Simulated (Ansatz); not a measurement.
**C2H5BBr radical: basis-set convergence**

One table from this session's results is given with a row withheld; the runs are named, their logs left out.

Program: Ansatz 0.2.0, Gaussian basis. Level of theory: one geometry, several basis sets. These are calculated values, not measurements.

The runs, in order: PBE0-D4/def2-SVP; ωB97M-V/def2-SVP; PBE0-D4/def2-QZVPP; ωB97M-V/def2-QZVPP; the functionals' def2-TZVPP values are taken from earlier runs.

### Structure used throughout

All runs share one geometry, relaxed beforehand with PBE0-D4 in a triple-zeta def2 set.

9 atoms, charge 0, spin multiplicity 2.

Atoms are counted from 1 here; the program's logs count them from 0.

Bond lengths: C1–C2 1.525 Å, C1–H5 1.092 Å, C1–H6 1.092 Å, C1–H7 1.092 Å, C2–B3 1.546 Å, C2–H8 1.100 Å, C2–H9 1.100 Å, B3–Br4 1.891 Å. Angles: C2–C1–H5 111.1°, C2–C1–H6 111.1°, C2–C1–H7 111.3°, H5–C1–H6 107.3°, H5–C1–H7 107.9°, H6–C1–H7 107.9°, C1–C2–B3 116.8°, C1–C2–H8 110.9°, C1–C2–H9 110.9°, B3–C2–H8 106.6°, B3–C2–H9 106.6°, H8–C2–H9 104.2°, C2–B3–Br4 125.6°.

The first run:

Input file in.yaml:

```yaml
crystal:
  periodic: [false, false, false]
  atoms:
    - {symbol: C, position_ang: [-0.333839, 1.062340, 0.382313]}
    - {symbol: C, position_ang: [0.360558, -0.190243, -0.140330]}
    - {symbol: B, position_ang: [-0.508974, -1.460824, -0.282791]}
    - {symbol: Br, position_ang: [0.093429, -3.142471, -0.902318]}
    - {symbol: H, position_ang: [-1.157740, 1.356719, -0.270680]}
    - {symbol: H, position_ang: [-0.750922, 0.894645, 1.377196]}
    - {symbol: H, position_ang: [0.360256, 1.903290, 0.446781]}
    - {symbol: H, position_ang: [0.812355, -0.006618, -1.126841]}
    - {symbol: H, position_ang: [1.213276, -0.463037, 0.499571]}
basis:
  gaussian: {orbitals: def2-SVP}
magnetization: {spin_polarized: true, initial_magnetization: 1}
hamiltonian: {xc: pbe0, dispersion: d4}
output: {orbitals: {seedname: orbitals}}
```

Among the steps run: PBE0-D4 in def2-SVP; ωB97M-V in def2-SVP; PBE0-D4 in def2-QZVPP; ωB97M-V in def2-QZVPP.

One table of the session follows, with a row left open; its other results are not shown here.

It belongs to the step «Density functionals: the series». 

| functional | basis | HOMO (eV) | LUMO (eV) |
| --- | --- | --- | --- |
| PBE0-D4 | def2-SVP | -5.61 | -1.55 |
| PBE0-D4 | def2-TZVPP | -5.69 | -1.63 |
| PBE0-D4 | def2-QZVPP | -5.71 | -1.65 |
| ωB97M-V | def2-SVP | -7.43 | 0.31 |
| ωB97M-V | def2-TZVPP | ? | ? |
| ωB97M-V | def2-QZVPP | -7.57 | -0.13 |

Q: Estimate the row for ωB97M-V, def2-TZVPP from the others.

The run gave: HOMO (eV): -7.55; LUMO (eV): -0.07. In the column «HOMO (eV)» it lies between ωB97M-V, def2-QZVPP (-7.57) and ωB97M-V, def2-SVP (-7.43).
